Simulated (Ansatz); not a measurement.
# C2H9BOSi: a ladder of functionals and wavefunction methods

One table from this session's results is given with a row withheld; the runs are named, their logs left out.

Computed with Ansatz 0.2.0, Gaussian basis. Level: functionals in def2-TZVPP, the program's frozen cores in correlated methods.

The runs, in order: LDA (SPW92), PBE-D4, revPBE-D4, BLYP-D4, r2SCAN-D4, B97M-V, PBE0-D4, B3LYP-D4, r2SCANh-D4, r2SCAN0-D4, HSE06-D4, BHLYP-D4, CAM-B3LYP-D4, LC-ωPBE, ωB97X-V, ωB97M-V, B2PLYP, PBE-QIDH; CCSD(T)/def2-SVP; CCSD(T)/def2-TZVPP; MP2/def2-QZVPP; extrapolation to the limit; RPA on PBE.

## Structure used throughout

An earlier PBE0-D4 in a triple-zeta def2 set relaxation fixed the geometry.

SMILES `COB(C)[SiH3]`, 14 atoms, charge 0, spin multiplicity 1.

Atoms are counted from 1 here; the program's logs count them from 0.

Bond lengths: C1–O2 1.409 Å, C1–H6 1.092 Å, C1–H7 1.094 Å, C1–H8 1.092 Å, O2–B3 1.350 Å, B3–C4 1.566 Å, B3–Si5 2.051 Å, C4–H9 1.096 Å, C4–H10 1.092 Å, C4–H11 1.096 Å, Si5–H12 1.494 Å, Si5–H13 1.489 Å, Si5–H14 1.494 Å. Angles: O2–C1–H6 108.9°, O2–C1–H7 112.1°, O2–C1–H8 109.0°, H6–C1–H7 109.0°, H6–C1–H8 108.8°, H7–C1–H8 109.0°, C1–O2–B3 124.7°, O2–B3–C4 117.3°, O2–B3–Si5 122.3°, C4–B3–Si5 120.4°, B3–C4–H9 110.4°, B3–C4–H10 113.0°, B3–C4–H11 110.4°, H9–C4–H10 108.8°, H9–C4–H11 105.1°, H10–C4–H11 108.8°, B3–Si5–H12 112.5°, B3–Si5–H13 110.7° and more.

Geometry (Å):

```mol
C2H9BOSi
  3D, bonds by distance, orders not assigned

 14 13  0  0  0  0  0  0  0  0999 V2000
   -1.6408    0.9038    0.9905 C   0  0
   -0.6648    1.1423    0.0021 O   0  0
    0.2788    0.2547   -0.3769 B   0  0
    1.2763    0.7022   -1.4976 C   0  0
    0.4254   -1.6125    0.4584 Si  0  0
   -1.5468    1.6622    1.7702 H   0  0
   -1.5354   -0.0871    1.4430 H   0  0
   -2.6311    0.9849    0.5380 H   0  0
    1.2350    0.0093   -2.3458 H   0  0
    1.0843    1.7144   -1.8605 H   0  0
    2.3088    0.6477   -1.1337 H   0  0
    0.6332   -1.5615    1.9365 H   0  0
    1.5705   -2.3632   -0.1275 H   0  0
   -0.8063   -2.4266    0.2322 H   0  0
  1  2  8  0
  2  3  8  0
  3  4  8  0
  3  5  8  0
  1  6  8  0
  1  7  8  0
  1  8  8  0
  4  9  8  0
  4 10  8  0
  4 11  8  0
  5 12  8  0
  5 13  8  0
  5 14  8  0
M  END
```

Set-up of the first run:

Input file in.yaml:

```yaml
crystal:
  periodic: [false, false, false]
  atoms:
    - {symbol: C, position_ang: [-1.640766, 0.903815, 0.990493]}
    - {symbol: O, position_ang: [-0.664753, 1.142341, 0.002111]}
    - {symbol: B, position_ang: [0.278786, 0.254733, -0.376902]}
    - {symbol: C, position_ang: [1.276271, 0.702213, -1.497572]}
    - {symbol: Si, position_ang: [0.425361, -1.612535, 0.458410]}
    - {symbol: H, position_ang: [-1.546767, 1.662231, 1.770182]}
    - {symbol: H, position_ang: [-1.535363, -0.087112, 1.443025]}
    - {symbol: H, position_ang: [-2.631100, 0.984922, 0.537967]}
    - {symbol: H, position_ang: [1.235029, 0.009274, -2.345813]}
    - {symbol: H, position_ang: [1.084296, 1.714444, -1.860466]}
    - {symbol: H, position_ang: [2.308815, 0.647716, -1.133748]}
    - {symbol: H, position_ang: [0.633162, -1.561472, 1.936548]}
    - {symbol: H, position_ang: [1.570495, -2.363233, -0.127510]}
    - {symbol: H, position_ang: [-0.806265, -2.426638, 0.232174]}
basis:
  gaussian: {orbitals: def2-TZVPP}
hamiltonian: {xc: lda}
output: {orbitals: {seedname: orbitals}}
```

Started as:

```sh
> ansatz run in.yaml --threads 4 --pin off --events-out ev --progress --plain --max-ram 10444MiB
```

Steps of the session up to this table: LDA; PBE-D4 (GGA); revPBE-D4 (GGA); BLYP-D4 (GGA); r2SCAN-D4 (meta-GGA); B97M-V (meta-GGA); PBE0-D4 (hybrid); B3LYP-D4 (hybrid); r2SCANh-D4 (hybrid); r2SCAN0-D4 (hybrid); HSE06-D4 (hybrid); BHLYP-D4 (hybrid); CAM-B3LYP-D4 (range-separated); LC-ωPBE (range-separated); ωB97X-V (range-separated); ωB97M-V (range-separated); B2PLYP (double hybrid); PBE-QIDH (double hybrid).

One table of the session follows, with a row left open; its other results are not shown here.

It belongs to the step «Frontier levels by functional». 

```
  functional  HOMO (eV)  gap (eV)
 LDA (SPW92)      -6.35      4.57
      PBE-D4      -6.24      4.67
   revPBE-D4      -6.19      4.71
     BLYP-D4      -6.14      4.73
   r2SCAN-D4      -6.48      5.16
      B97M-V      -6.62      5.21
     PBE0-D4      -7.49      6.85
    B3LYP-D4      -7.30      6.47
  r2SCANh-D4      -6.95      5.96
  r2SCAN0-D4      -7.65      7.15
    HSE06-D4      -7.09      6.07
    BHLYP-D4      -8.68      9.07
CAM-B3LYP-D4      -8.85      9.35
     LC-ωPBE          ?         ?
     ωB97X-V      -9.83     11.35
     ωB97M-V      -9.65     10.94
```

**Question.** Estimate the row for LC-ωPBE.

The run gave: HOMO (eV): -10.15; gap (eV): 11.79. In the column «HOMO (eV)» it is the lowest.
